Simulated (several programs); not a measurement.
# What each method gives for GaBAs2 (ordering on zincblende)

An ordered 4-atom cell of GaBAs2 on the zincblende lattice (P-4m2), relaxed with r2SCAN in Ansatz, was computed with several methods. It is tetragonal, P-4m2 (No. 115); conventional cell a = 3.662 Å, c = 5.355 Å, 17.95 Å³ an atom. B is surrounded by 4 As at 2.16 Å; As is surrounded by 2 B at 2.16 Å and 2 Ga at 2.39 Å; Ga is surrounded by 4 As at 2.39 Å. These are computed values for a spin-unpolarised cell that may be hypothetical; none is a measurement.

```cif
data_structure
_symmetry_space_group_name_H-M 'P 1'
_symmetry_Int_Tables_number 1
_cell_length_a 3.6616
_cell_length_b 3.6616
_cell_length_c 5.3548
_cell_angle_alpha 90.000
_cell_angle_beta 90.000
_cell_angle_gamma 90.000
_cell_volume 71.79
loop_
_atom_site_label
_atom_site_type_symbol
_atom_site_fract_x
_atom_site_fract_y
_atom_site_fract_z
_atom_site_occupancy
B1 B 0.00000 0.00000 0.00000 1
As1 As 0.00000 0.50000 0.21397 1
Ga1 Ga 0.50000 0.50000 0.50000 1
As2 As 0.50000 0.00000 0.78603 1
```

Gaps and times are for a single point on this cell; volume and bulk modulus come from each method's own relaxation or energy curve at fixed shape, which is too stiff where a cell has free coordinates or axes. Times are rough, from shared hosts (Arm Neoverse V1; Arm Neoverse V2), and each method has its own mesh and cell size. A dagger marks a closed or tiny gap in a crystal that DFT finds insulating: a failure of the method or a wrong SCF state. A double dagger marks a value from a curve with shape and coordinates held. PM6 (MOPAC), PM7 (MOPAC), GFN1-xTB (tblite), GFN2-xTB (tblite) treat a cluster of cells at its zone centre, which samples few k points: where these miss a band edge, the gap comes out too large for that reason alone. Gaps from k meshes are read at a limited set of points (mesh, symmetry points, PBE's band edges), so each method's own least gap may be somewhat smaller. xTB and the PM methods were fitted mostly to molecules, and can miss a solid's gap by electronvolts. Minimal bases can be far off for gaps. Times of the plane-wave ladder aren't listed, since it ran on unlike processors and cards. GLLB-SC's gap includes the derivative discontinuity. G0W0 is at finite bands, cutoff and mesh. d marks a direct gap, i an indirect one (no mark: not told apart), a dash a value that wasn't computed or didn't pass its checks.

```
                               method              kind  gap (eV)  own volume (Å³/atom)  bulk modulus (GPa)  atoms computed  processor time
 light PBE (260 eV and a coarse mesh)  light plane-wave    0.52 i                     –                   –               4           1.6 s
                    GFN1-xTB (tblite)     tight binding     0.00†                18.52‡                 83‡         cluster           4.9 s
                       PBE/SZV (CP2K)       small basis    2.05 d                19.33‡                 88‡               4           5.8 s
                    GFN2-xTB (tblite)     tight binding      1.60                     –                   –         cluster           5.9 s
                          PM7 (MOPAC)    semi-empirical      4.28                17.44‡                176‡         cluster           7.2 s
               PBE/single zeta (GPAW)       small basis    1.08 i                     –                   –               4           9.9 s
                       GLLB-SC (GPAW)   model potential      0.89                     –                   –               4           9.9 s
                                  PBE         semilocal    0.51 i                 18.42                 88‡               4               –
                          PM6 (MOPAC)    semi-empirical      2.33                     –                   –         cluster            12 s
                      PBE/DZVP (CP2K)       small basis    0.51 i                18.66‡                 87‡               4            18 s
                               r2SCAN         semilocal    0.78 i                 17.95                 98‡               4               –
                              PBE+SOC         semilocal    0.41 i                     –                   –               4               –
   G0W0@PBE (140 eV screening cutoff)         many-body      1.03                     –                   –               4               –
G0W0@r2SCAN (140 eV screening cutoff)         many-body      1.20                     –                   –               4               –
                                HSE06            hybrid    1.16 i                     –                   –               4               –
                                 PBE0            hybrid    1.81 i                     –                   –               4               –
 G0W0@HSE06 (140 eV screening cutoff)         many-body      1.34                     –                   –               4               –
```

Against HSE06 (1.16 eV) and with closed or daggered gaps left aside, the nearest gap at the points sampled is that of G0W0@r2SCAN (140 eV screening cutoff) (+0.04 eV) and the farthest that of PM7 (MOPAC) (+3.12 eV). HSE06 is only a yardstick of convenience, and nearness to it can be luck.

Volumes against r2SCAN's: PBE +2.6 %.

Only the rows marked +SOC include spin-orbit coupling.
